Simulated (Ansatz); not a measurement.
# PdPt3 (I4/mmm) in Ansatz: further runs

One crystal, PdPt3, is run at these levels: PBEsol; tasks: single point.

Everything below comes from runs of Ansatz 0.2.0. Logs are shortened: lines on timing, memory, paths and dates and some standing lists are left out, and cuts for length are marked.

### 1 Starting point

The structure is tetragonal, space group I4/mmm (No. 139). Conventional cell: a = 3.944 Å, b = 3.944 Å, c = 7.831 Å, α = 90.00°, β = 90.00°, γ = 90.00°. Pt (site symmetry 4/mmm) has 8 Pt at 2.78 Å and 4 Pd at 2.79 Å as nearest neighbours. Pt (site symmetry -4m2) has 8 Pt at 2.78 to 2.79 Å and 4 Pd at 2.78 Å as nearest neighbours. Pd (site symmetry 4/mmm) has 12 Pt at 2.78 to 2.79 Å as nearest neighbours.

The cell comes from a database or a generator and needn't be the stable form of this composition.

### 2 Single point, PBEsol, 14.31 Å³/atom (volume scaled by 0.94)

input.yaml reads:

```yaml
crystal:
  lattice:
    - [-1.9316810639, 1.9316810639, 3.8357990139]
    - [1.9316810639, -1.9316810639, 3.8357990139]
    - [1.9316810639, 1.9316810639, -3.8357990139]
  atoms:
    - { symbol: Pt, position: [0.5, 0.5, 0.0] }
    - { symbol: Pt, position: [0.25, 0.75, 0.5] }
    - { symbol: Pt, position: [0.75, 0.25, 0.5] }
    - { symbol: Pd, position: [0.0, 0.0, 0.0] }
kpoints:
  mp_grid: { grid: [10, 10, 10] }
scf:
  occupations: { method: fermi_dirac, width: 0.05 }
hamiltonian:
  xc: pbesol
  pseudopotentials: { kind: all_electron, lapw: { basis_error: 0.001 } }
output:
  forces: true
  stress: true
  eigenvalues: true
```

Potentials or basis: all-electron LAPW, scalar-relativistic.

Started as:

```
> ansatz run input.yaml --threads 2 --pin off --max-ram 8192MiB --backend cpu --events-out ev --progress --plain --runs-dir out
```

The program printed:

```text
Warning: RAYON_NUM_THREADS=2 ignored (pool sized by the plan → 2); use --threads N
LAPW: plane waves up to 8.608 Å⁻¹, error target 1.0e-3 eV per atom; small_component_spin mean_spin; Pd in spheres of 1.361 Å, 28 of its electrons in bands, Dirac shells []; Pt in spheres of 1.361 Å, 42 of its electrons in bands, Dirac shells [] (how accurate: hamiltonian.pseudopotentials.lapw.basis_error, Limitations)
Engine: ansatz 0.2.0, aarch64-unknown-linux-gnu
Pseudopotentials: kind: all_electron
Pseudopotential: Pt, LAPW, valence charge 42, lapw/all_electron/scalar/gaussian/Pt, Koelling and Harmon's equation, gaussian nucleus
Pseudopotential: Pd, LAPW, valence charge 28, lapw/all_electron/scalar/gaussian/Pd, Koelling and Harmon's equation, gaussian nucleus
Functional definition: PBEsol
  exchange = pbesol_x
  correlation = pbesol_c
Crystal: 4 atoms, lattice volume = 57.251 Å³
Basis set: ecut = 282.2927261006492 eV, 631 PW (Γ), FFT grids on a1+a3, a2+a3, a3, exchange–correlation at level 2
Bands: 93, of which v1, the nominal top of the filled ones, is band 77 counted from 1 (76 counted from 0)
Symmetry: 16 space group operations
Space group: I4/mmm (ITA 139), of the structure as read, at distance tolerance 3.9e-5 Å
k-points: 102 of 1000
Non-local potential: Pt, projectors of the file, none
Non-local potential: Pd, projectors of the file, none
Initial density: superposition of atomic densities (chi_scale 0.1, normalization cell, long waves kept (reshape's long-wave potential 0.00 eV rms))
Initial wavefunctions: plane waves of lowest kinetic energy (no species holds an atomic orbital)
Functional: x = pbesol(κ = 0.804, μ = 0.12345679012345678), c = pbesol(β = 0.046)
iter 1 solved again at ethr=5.33e-3 eV; its pass at ethr=1.00e-1 eV (dr2=8.21e0 eV) is discarded
SCF iter   1: F=—  HF=-1639698.868388 eV  |F-HF|=—  |Δ(HF+E_count)|=         —  Δρ=8.71e-2  dr2=8.21e0  ethr=5.33e-3  ⟨swp⟩=2.0  Hψ=57776  notcnv=0
preconditioner: auto → Kerker (q_TF=auto, 3.217 Å⁻¹)  [metal: Δε(μ)=0.006 eV  Ē_g=14.380 eV  σ=0.050 eV  W_gap=0.03  n_scr=30 (ndim 8)  ℏωp=31.0 eV  f_vac=0.003  D(μ)=6.76/eV (n_scr^D=104)]
SCF iter   2: F=—  HF=-1639702.053065 eV  |F-HF|=—  |Δ(HF+E_count)|=    3.18e0  Δρ=7.09e-2  dr2=5.48e0  ethr=5.33e-3  ⟨swp⟩=3.0  Hψ=25363  notcnv=0
SCF iter   3: F=—  HF=-1639695.483725 eV  |F-HF|=—  |Δ(HF+E_count)|=    6.57e0  Δρ=2.67e-2  dr2=6.62e-1  ethr=3.56e-3  ⟨swp⟩=2.0  Hψ=26144  notcnv=0
SCF iter   4: F=—  HF=-1639695.383397 eV  |F-HF|=—  |Δ(HF+E_count)|=   1.00e-1  Δρ=3.44e-2  dr2=1.53e0  ethr=4.30e-4  ⟨swp⟩=3.0  Hψ=29378  notcnv=0
SCF iter   5: F=—  HF=-1639695.137400 eV  |F-HF|=—  |Δ(HF+E_count)|=   2.46e-1  Δρ=2.19e-2  dr2=6.06e-1  ethr=4.30e-4  ⟨swp⟩=2.0  Hψ=26145  notcnv=0
SCF iter   6: F=—  HF=-1639695.023521 eV  |F-HF|=—  |Δ(HF+E_count)|=         —  Δρ=1.06e-2  dr2=1.41e-1  ethr=3.93e-4  ⟨swp⟩=2.0  Hψ=23904  notcnv=0
the basis was enlarged: its passes take 888.7 KiB over the memory plan, 2 of 2 planned eigensolver slots
SCF iter   7: F=—  HF=-1639694.996983 eV  |F-HF|=—  |Δ(HF+E_count)|=   2.65e-2  Δρ=4.22e-3  dr2=2.33e-2  ethr=9.16e-5  ⟨swp⟩=2.0  Hψ=27277  notcnv=0
iter 8 solved again at ethr=1.10e-6 eV; its pass at ethr=1.51e-5 eV (dr2=1.70e-3 eV) is discarded
SCF iter   8: F=—  HF=-1639694.994834 eV  |F-HF|=—  |Δ(HF+E_count)|=   2.15e-3  Δρ=1.42e-3  dr2=1.70e-3  ethr=1.10e-6  ⟨swp⟩=2.0  Hψ=47163  notcnv=0
SCF iter   9: F=—  HF=-1639694.993793 eV  |F-HF|=—  |Δ(HF+E_count)|=   1.04e-3  Δρ=3.31e-4  dr2=7.35e-5  ethr=1.10e-6  ⟨swp⟩=2.0  Hψ=27651  notcnv=0
SCF iter  10: F=—  HF=-1639694.993763 eV  |F-HF|=—  |Δ(HF+E_count)|=   3.02e-5  Δρ=2.05e-4  dr2=3.22e-5  ethr=4.77e-8  ⟨swp⟩=2.0  Hψ=27652  notcnv=0
SCF iter  11: F=—  HF=-1639694.993761 eV  |F-HF|=—  |Δ(HF+E_count)|=   2.31e-6  Δρ=1.01e-4  dr2=1.32e-5  ethr=2.09e-8  ⟨swp⟩=2.0  Hψ=27652  notcnv=0
SCF iter  12: F=—  HF=-1639694.993760 eV  |F-HF|=—  |Δ(HF+E_count)|=   8.43e-7  Δρ=5.35e-5  dr2=3.56e-6  ethr=8.60e-9  ⟨swp⟩=2.0  Hψ=27652  notcnv=0
SCF iter  13: F=—  HF=-1639694.993759 eV  |F-HF|=—  |Δ(HF+E_count)|=   8.01e-7  Δρ=1.77e-5  dr2=1.62e-7  ethr=2.31e-9  ⟨swp⟩=2.0  Hψ=27652  notcnv=0
SCF iter  14: F=—  HF=-1639694.993759 eV  |F-HF|=—  |Δ(HF+E_count)|=   5.42e-8  Δρ=9.46e-6  dr2=6.77e-8  ethr=1.05e-10  ⟨swp⟩=2.0  Hψ=27652  notcnv=0
SCF iter  15: F=-1639694.993759 eV  HF=-1639694.993759 eV  |F-HF|=3.56e-8  |Δ(HF+E_count)|=   1.70e-8  Δρ=5.52e-6  dr2=2.06e-8  ethr=4.40e-11  ⟨swp⟩=2.0  Hψ=27652  notcnv=0
SCF 1 converged in 15 iterations: F = -1639694.993759 eV  dr2 = 2.06e-8
SCF converged after 15 iterations
Free energy (F): -1639694.993759 eV
Harris-Foulkes:  -1639694.993759 eV  (|F-HF|=3.56e-8)
Internal energy: -1639694.935827 eV  (E = F + TS)
E sigma→0 (E₀):  -1639694.964793 eV
Entropy (-TS):   -0.057932 eV (-14.483 meV/atom)
Fermi energy:    28.547406 eV
--- Per-component energies (eV) ---
  E_band       = -12923.238633
  E_kinetic    = 1849262.897085
  E_xc         = -32518.924782
  E_electrostatic = -3456438.908130  (all electrons and nuclei)
  E_smearing   = -0.057932  (= −TS)
  E_closure    = 0.000000  (closes the sum)
  E_atoms      = -1639669.593064  (free atoms, spherical and without spin; not in F)
  Σ components = -1639694.993759   (vs F -1639694.993759, Δ=0.00e0)
  Basis errors (estimates in eV, not in F): energy 2.2e-4 per atom: plane waves 1.8e-4 (9.1e-5 summed), levels above the bands 1.5e-164, relativity 5.9e-8, radial functions 3.8e-5, core shells 1.9e-7; eigenvalues (radial functions only) 9.3e-7; not estimated: angular momenta, meshes, grids; target (lapw.basis_error) 1.0e-3; muffin-tin radii Pd 1.361 Å, Pt 1.361 Å
--- Forces (eV/Å), atoms counted from 1 ---
  atom   1  Pt     0.00000000     0.00000000     0.00000000
  atom   2  Pt     0.00000000     0.00000000     0.00000000
  atom   3  Pt    -0.00000000     0.00000000     0.00000000
  atom   4  Pd     0.00000000     0.00000000     0.00000000
  max |Σ_I F_I| component: 1.30e-17 eV/Å
--- Stress (GPa, compression-positive) ---
       11.350568       0.000000      -0.000000
        0.000000      11.350568      -0.000000
       -0.000000      -0.000000      11.863511
  P = ⅓ Tr σ = 11.5215 GPa (115.215 kbar)
--- Band table (eV; the first three rows and the last of 102) ---
  k-point 0: bands = ["-296.2949", "-296.2949", "-296.2869", "-296.2699", "-296.2680", "-274.6261", "-274.6261", "-274.6231", "-274.6231", "-274.6161", "-274.6161", "-274.6161", "-274.6161", "-274.5875", "-274.5858", "-274.5858", "-274.5796", "-274.5796", "-274.5749", "-274.5738", "-70.0599", "-70.0197", "-70.0134", "-55.9733", "-38.5867", "-38.5849", "-38.5774", "-38.5690", "-38.5647", "-38.5647", "-38.5622", "-38.5622", "-38.5531", "-38.5524", "-38.5509", "-38.5509", "-38.5407", "-38.5397", "-38.5380", "-38.5380", "-38.5373", "-38.5373", "-38.5338", "-38.5207", "-38.5207", "-24.4517", "-24.3637", "-24.3637", "-24.2413", "-24.2413", "-24.1917", "-24.0631", "-24.0598", "-24.0598", "-21.7343", "-21.7318", "-21.7318", "18.4281", "21.3597", "21.7757", "22.5907", "22.9732", "23.8253", "23.8253", "23.9655", "23.9655", "24.7196", "24.7196", "24.7794", "26.5655", "26.5766", "26.8435", "26.9482", "28.5453", "28.7882", "29.0151", "29.0151", "29.2073", "30.6642", "36.2324", "36.5945", "36.8840", "36.8840", "37.5403", "37.5403", "39.1830", "40.3708", "40.3889", "40.3889", "41.2505", "43.5681", "48.6472", "48.6472"]
  k-point 1: bands = ["-296.2949", "-296.2949", "-296.2869", "-296.2699", "-296.2680", "-274.6261", "-274.6261", "-274.6231", "-274.6231", "-274.6161", "-274.6161", "-274.6161", "-274.6161", "-274.5875", "-274.5858", "-274.5858", "-274.5796", "-274.5796", "-274.5749", "-274.5738", "-70.0580", "-70.0210", "-70.0139", "-55.9733", "-38.5866", "-38.5850", "-38.5775", "-38.5690", "-38.5647", "-38.5644", "-38.5625", "-38.5622", "-38.5532", "-38.5524", "-38.5509", "-38.5508", "-38.5407", "-38.5397", "-38.5380", "-38.5379", "-38.5374", "-38.5373", "-38.5338", "-38.5207", "-38.5207", "-24.4548", "-24.3578", "-24.3363", "-24.2696", "-24.2445", "-24.1686", "-24.0837", "-24.0659", "-24.0559", "-21.7351", "-21.7346", "-21.7312", "18.6998", "21.5412", "21.9603", "22.7568", "23.1104", "23.5390", "23.6486", "24.0266", "24.1082", "24.6171", "24.7988", "24.9082", "26.5743", "26.6109", "26.7193", "26.9576", "27.8153", "28.2594", "28.5225", "28.7831", "28.9472", "32.1180", "34.8971", "35.6263", "35.9435", "36.2993", "37.9819", "39.2643", "39.5673", "40.3520", "40.9462", "41.6112", "42.1050", "43.9828", "47.5202", "48.8939"]
  k-point 2: bands = ["-296.2949", "-296.2949", "-296.2869", "-296.2699", "-296.2680", "-274.6261", "-274.6261", "-274.6231", "-274.6231", "-274.6161", "-274.6161", "-274.6161", "-274.6161", "-274.5875", "-274.5858", "-274.5858", "-274.5796", "-274.5796", "-274.5749", "-274.5738", "-70.0529", "-70.0245", "-70.0155", "-55.9733", "-38.5864", "-38.5852", "-38.5775", "-38.5690", "-38.5648", "-38.5635", "-38.5632", "-38.5621", "-38.5534", "-38.5525", "-38.5509", "-38.5505", "-38.5405", "-38.5398", "-38.5381", "-38.5377", "-38.5376", "-38.5372", "-38.5337", "-38.5207", "-38.5207", "-24.4675", "-24.3347", "-24.3138", "-24.2642", "-24.2626", "-24.1382", "-24.1360", "-24.0762", "-24.0474", "-21.7405", "-21.7355", "-21.7297", "19.4621", "21.9445", "22.5511", "22.8821", "22.8931", "23.2104", "23.4868", "24.1753", "24.6208", "24.7486", "25.0702", "25.1584", "26.2130", "26.2313", "26.3423", "26.4162", "27.1045", "27.5855", "28.2399", "28.3569", "28.6365", "33.9039", "34.2772", "34.3473", "34.5717", "34.9420", "36.4688", "39.5004", "42.3628", "42.5275", "42.5402", "43.3786", "43.4912", "45.0222", "45.6594", "48.7755"]
  k-point 101: bands = ["-296.2949", "-296.2949", "-296.2869", "-296.2699", "-296.2680", "-274.6261", "-274.6261", "-274.6231", "-274.6231", "-274.6161", "-274.6161", "-274.6161", "-274.6161", "-274.5875", "-274.5858", "-274.5858", "-274.5796", "-274.5796", "-274.5749", "-274.5738", "-70.0474", "-70.0258", "-70.0198", "-55.9734", "-38.5865", "-38.5849", "-38.5776", "-38.5687", "-38.5648", "-38.5648", "-38.5621", "-38.5621", "-38.5531", "-38.5526", "-38.5509", "-38.5509", "-38.5407", "-38.5397", "-38.5380", "-38.5380", "-38.5373", "-38.5373", "-38.5338", "-38.5207", "-38.5207", "-24.4323", "-24.4323", "-24.2630", "-24.2489", "-24.1870", "-24.1355", "-24.1355", "-24.0972", "-24.0972", "-21.7476", "-21.7299", "-21.7299", "20.8256", "21.1654", "21.4244", "21.7281", "21.7801", "21.7801", "22.8619", "23.3323", "25.5442", "25.6967", "26.3237", "26.3237", "26.3940", "26.3940", "27.5125", "27.7566", "28.4463", "28.6707", "28.7784", "29.0624", "29.0624", "29.2030", "30.5200", "30.5200", "37.7559", "39.1190", "40.4506", "40.4952", "40.4952", "40.6504", "45.9124", "45.9124", "46.0140", "46.5658", "46.5658", "46.7155"]
```

Wall time 2.7 min (2 threads of Arm Neoverse V2, shared host); peak memory 1.5 GiB.

What came out:

* Free energy: -1639694.9938 eV
* Pressure: 11.5 GPa
* Band gap on the k mesh: none (metal or under the smearing width)

### 3 Single point, PBEsol, 14.62 Å³/atom (volume scaled by 0.96)

Changes to input.yaml since step 2:

```diff
@@ -2,5 +2,5 @@
   lattice:
-    - [-1.9316810639, 1.9316810639, 3.8357990139]
-    - [1.9316810639, -1.9316810639, 3.8357990139]
-    - [1.9316810639, 1.9316810639, -3.8357990139]
+    - [-1.9452848999, 1.9452848999, 3.862812573]
+    - [1.9452848999, -1.9452848999, 3.862812573]
+    - [1.9452848999, 1.9452848999, -3.862812573]
   atoms:
```

Potentials or basis: all-electron LAPW, scalar-relativistic.

Started as:

```
> ansatz run input.yaml --threads 2 --pin off --max-ram 8192MiB --backend cpu --events-out ev --progress --plain --runs-dir out
```

Run time: 2.7 min. Hardware: 2 threads of Arm Neoverse V2, shared host; peak memory 1.5 GiB.

The run converged. Its results:

```
Free energy            : -1639695.0559 eV
Pressure               : 5.0 GPa
Band gap on the k mesh : none (metal or under the smearing width)
```

### 4 Single point, PBEsol, 14.92 Å³/atom (volume scaled by 0.98)

Changes to input.yaml since step 3:

```diff
@@ -2,5 +2,5 @@
   lattice:
-    - [-1.9452848999, 1.9452848999, 3.862812573]
-    - [1.9452848999, -1.9452848999, 3.862812573]
-    - [1.9452848999, 1.9452848999, -3.862812573]
+    - [-1.9587010818, 1.9587010818, 3.8894535016]
+    - [1.9587010818, -1.9587010818, 3.8894535016]
+    - [1.9587010818, 1.9587010818, -3.8894535016]
   atoms:
```

Started as:

```
> ansatz run input.yaml --threads 2 --pin off --max-ram 8192MiB --backend cpu --events-out ev --progress --plain --runs-dir out
```

Run time: 2.7 min. Hardware: 2 threads of Arm Neoverse V2, shared host; peak memory 1.5 GiB.

Results (log left out):

| Item | Value |
| --- | --- |
| Free energy | -1639695.0715 eV |
| Pressure | -0.8 GPa |
| Band gap on the k mesh | none (metal or under the smearing width) |

### 5 Single point, PBEsol, 15.23 Å³/atom

Changes to input.yaml since step 4:

```diff
@@ -2,5 +2,5 @@
   lattice:
-    - [-1.9587010818, 1.9587010818, 3.8894535016]
-    - [1.9587010818, -1.9587010818, 3.8894535016]
-    - [1.9587010818, 1.9587010818, -3.8894535016]
+    - [-1.97193595, 1.97193595, 3.91573439]
+    - [1.97193595, -1.97193595, 3.91573439]
+    - [1.97193595, 1.97193595, -3.91573439]
   atoms:
```

Started as:

```
> ansatz run input.yaml --threads 2 --pin off --max-ram 8192MiB --backend cpu --events-out ev --progress --plain --runs-dir out
```

It took 2.7 min on 2 threads of Arm Neoverse V2, shared host; peak memory 1.5 GiB.

The run converged. Its results:

| Item | Value |
| --- | --- |
| Free energy | -1639695.0462 eV |
| Pressure | -5.8 GPa |
| Band gap on the k mesh | none (metal or under the smearing width) |

### 6 Single point, PBEsol, 15.53 Å³/atom (volume scaled by 1.02)

Changes to input.yaml since step 5:

```diff
@@ -2,5 +2,5 @@
   lattice:
-    - [-1.97193595, 1.97193595, 3.91573439]
-    - [1.97193595, -1.97193595, 3.91573439]
-    - [1.97193595, 1.97193595, -3.91573439]
+    - [-1.9849955091, 1.9849955091, 3.9416671616]
+    - [1.9849955091, -1.9849955091, 3.9416671616]
+    - [1.9849955091, 1.9849955091, -3.9416671616]
   atoms:
```

Potentials or basis: all-electron LAPW, scalar-relativistic.

Started as:

```
> ansatz run input.yaml --threads 2 --pin off --max-ram 8192MiB --backend cpu --events-out ev --progress --plain --runs-dir out
```

It took 2.6 min on 2 threads of Arm Neoverse V2, shared host; peak memory 1.5 GiB.

Results (log left out):

```yaml
Free_energy: -1639694.9850 eV
Pressure: -10.2 GPa
Band_gap_on_the_k_mesh: none (metal or under the smearing width)
```

### 7 Single point, PBEsol, 15.84 Å³/atom (volume scaled by 1.04)

Changes to input.yaml since step 6:

```diff
@@ -2,5 +2,5 @@
   lattice:
-    - [-1.9849955091, 1.9849955091, 3.9416671616]
-    - [1.9849955091, -1.9849955091, 3.9416671616]
-    - [1.9849955091, 1.9849955091, -3.9416671616]
+    - [-1.9978854515, 1.9978854515, 3.9672631201]
+    - [1.9978854515, -1.9978854515, 3.9672631201]
+    - [1.9978854515, 1.9978854515, -3.9672631201]
   atoms:
```

Started as:

```
> ansatz run input.yaml --threads 2 --pin off --max-ram 8192MiB --backend cpu --events-out ev --progress --plain --runs-dir out
```

Wall time 2.9 min (2 threads of Arm Neoverse V2, shared host); peak memory 1.5 GiB.

The run converged. Its results:

* Free energy: -1639694.8924 eV
* Pressure: -14.1 GPa
* Band gap on the k mesh: none (metal or under the smearing width)

### 8 Single point, PBEsol, 16.14 Å³/atom (volume scaled by 1.06)

Changes to input.yaml since step 7:

```diff
@@ -2,5 +2,5 @@
   lattice:
-    - [-1.9978854515, 1.9978854515, 3.9672631201]
-    - [1.9978854515, -1.9978854515, 3.9672631201]
-    - [1.9978854515, 1.9978854515, -3.9672631201]
+    - [-2.0106111796, 2.0106111796, 3.9925329932]
+    - [2.0106111796, -2.0106111796, 3.9925329932]
+    - [2.0106111796, 2.0106111796, -3.9925329932]
   atoms:
```

Started as:

```
> ansatz run input.yaml --threads 2 --pin off --max-ram 8192MiB --backend cpu --events-out ev --progress --plain --runs-dir out
```

Run time: 2.9 min. Hardware: 2 threads of Arm Neoverse V2, shared host; peak memory 1.5 GiB.

The run converged. Its results:

```yaml
Free_energy: -1639694.7725 eV
Pressure: -17.4 GPa
Band_gap_on_the_k_mesh: none (metal or under the smearing width)
```
